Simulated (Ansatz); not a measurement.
# SiGe: biaxial against axial strain

Aim: for SiGe, map the energy over biaxial and axial strain.

Method: DFT PBEsol, scalar-relativistic, plane waves, PAW, in Ansatz 0.2.0.

## 1. The starting structure

Symmetry: P6_3mc, No. 186, hexagonal system. The conventional cell has a = 3.904 Å, b = 3.904 Å, c = 6.451 Å, α = 90.00°, β = 90.00°, γ = 120.00°. Around Si (site symmetry 3m) lie 4 Ge at 2.40 to 2.41 Å. Ge (site symmetry 3m) is surrounded by 4 Si at 2.40 to 2.41 Å.

As a file:

```xyz
4
Lattice="3.9045 0.0000 0.0000 -1.9522 3.3814 0.0000 0.0000 0.0000 6.4508" Properties=species:S:1:pos:R:3 pbc="T T T"
Si    1.9522    1.1271    5.6419
Si    0.0000    2.2542    2.4165
Ge    1.9522    1.1271    3.2279
Ge    0.0000    2.2542    0.0025
```

It goes back to an entry of the Materials Project, which need not be the stable form.

No relaxation comes first: the listed cell is the starting point.

## 2. Zero of the scan

File input.yaml:

```yaml
crystal:
  lattice:
    - [3.9044512986, 0.0, 0.0]
    - [-1.9522256493, 3.3813540124, 0.0]
    - [0.0, 0.0, 6.450783]
  atoms:
    - { symbol: Si, position: [0.6666666667, 0.3333333333, 0.874607] }
    - { symbol: Si, position: [0.3333333333, 0.6666666667, 0.374607] }
    - { symbol: Ge, position: [0.6666666667, 0.3333333333, 0.500392] }
    - { symbol: Ge, position: [0.3333333333, 0.6666666667, 0.000392] }
basis:
  ecutwfc: 420
kpoints:
  mp_grid: { grid: [12, 12, 6] }
hamiltonian:
  xc: pbesol
scf:
  occupations: { method: gaussian, width: 0.03 }
output:
  forces: true
  stress: true
  eigenvalues: true
```

Run with:

```bash
$ ansatz run input.yaml --threads 1 --pin off --max-ram 1228MiB --backend cpu --events-out ev --progress --plain --runs-dir out
```

## 3. Setting up biaxial against axial strain

The cell is strained by p along both x and y and by q along z, with fractional coordinates fixed.

## 4. Point p = -0.050, q = -0.050

Changes to input.yaml since step 2:

```diff
@@ -2,5 +2,5 @@
   lattice:
-    - [3.9044512986, 0.0, 0.0]
-    - [-1.9522256493, 3.3813540124, 0.0]
-    - [0.0, 0.0, 6.450783]
+    - [3.7092287337, 0.0, 0.0]
+    - [-1.8546143668, 3.2122863118, 0.0]
+    - [0.0, 0.0, 6.12824385]
   atoms:
```

## 5. p = -0.050, q = 0.000

Changes to input.yaml since step 4:

```diff
@@ -4,3 +4,3 @@
     - [-1.8546143668, 3.2122863118, 0.0]
-    - [0.0, 0.0, 6.12824385]
+    - [0.0, 0.0, 6.450783]
   atoms:
```

## 6. p = -0.050, q = 0.050

Changes to input.yaml since step 5:

```diff
@@ -4,3 +4,3 @@
     - [-1.8546143668, 3.2122863118, 0.0]
-    - [0.0, 0.0, 6.450783]
+    - [0.0, 0.0, 6.77332215]
   atoms:
```

## 7. Point p = 0.000, q = -0.050

Changes to input.yaml since step 6:

```diff
@@ -2,5 +2,5 @@
   lattice:
-    - [3.7092287337, 0.0, 0.0]
-    - [-1.8546143668, 3.2122863118, 0.0]
-    - [0.0, 0.0, 6.77332215]
+    - [3.9044512986, 0.0, 0.0]
+    - [-1.9522256493, 3.3813540124, 0.0]
+    - [0.0, 0.0, 6.12824385]
   atoms:
```

## 8. At p = 0.000, q = 0.050

Changes to input.yaml since step 7:

```diff
@@ -4,3 +4,3 @@
     - [-1.9522256493, 3.3813540124, 0.0]
-    - [0.0, 0.0, 6.12824385]
+    - [0.0, 0.0, 6.77332215]
   atoms:
```

## 9. Point p = 0.050, q = -0.050

Changes to input.yaml since step 8:

```diff
@@ -2,5 +2,5 @@
   lattice:
-    - [3.9044512986, 0.0, 0.0]
-    - [-1.9522256493, 3.3813540124, 0.0]
-    - [0.0, 0.0, 6.77332215]
+    - [4.0996738635, 0.0, 0.0]
+    - [-2.0498369318, 3.550421713, 0.0]
+    - [0.0, 0.0, 6.12824385]
   atoms:
```

## 10. p = 0.050, q = 0.000

Changes to input.yaml since step 9:

```diff
@@ -4,3 +4,3 @@
     - [-2.0498369318, 3.550421713, 0.0]
-    - [0.0, 0.0, 6.12824385]
+    - [0.0, 0.0, 6.450783]
   atoms:
```

## 11. Point p = 0.050, q = 0.050

Changes to input.yaml since step 10:

```diff
@@ -4,3 +4,3 @@
     - [-2.0498369318, 3.550421713, 0.0]
-    - [0.0, 0.0, 6.450783]
+    - [0.0, 0.0, 6.77332215]
   atoms:
```

## 12. Point p = -0.050, q = -0.025

Changes to input.yaml since step 11:

```diff
@@ -2,5 +2,5 @@
   lattice:
-    - [4.0996738635, 0.0, 0.0]
-    - [-2.0498369318, 3.550421713, 0.0]
-    - [0.0, 0.0, 6.77332215]
+    - [3.7092287337, 0.0, 0.0]
+    - [-1.8546143668, 3.2122863118, 0.0]
+    - [0.0, 0.0, 6.289513425]
   atoms:
```

(Steps that only read results are left out.)

**Question.** What will these runs give? Wanted: highest point; lowest point away from the origin.

The runs gave:

```
                         quantity                                        value
                    highest point  138.2 meV/atom at (p, q) = (-0.050, -0.050)
lowest point away from the origin              32.6 meV/atom at (0.000, 0.050)
```

No computed point lies below the origin. At |p| = |q| = 0.050, points where p and q have the same sign cost 121.8 meV/atom on average, those of opposite sign 103.5: stretching in the plane is cheaper with a contraction along z. The gap on the mesh runs from 0.00 to 0.35 eV over the map.
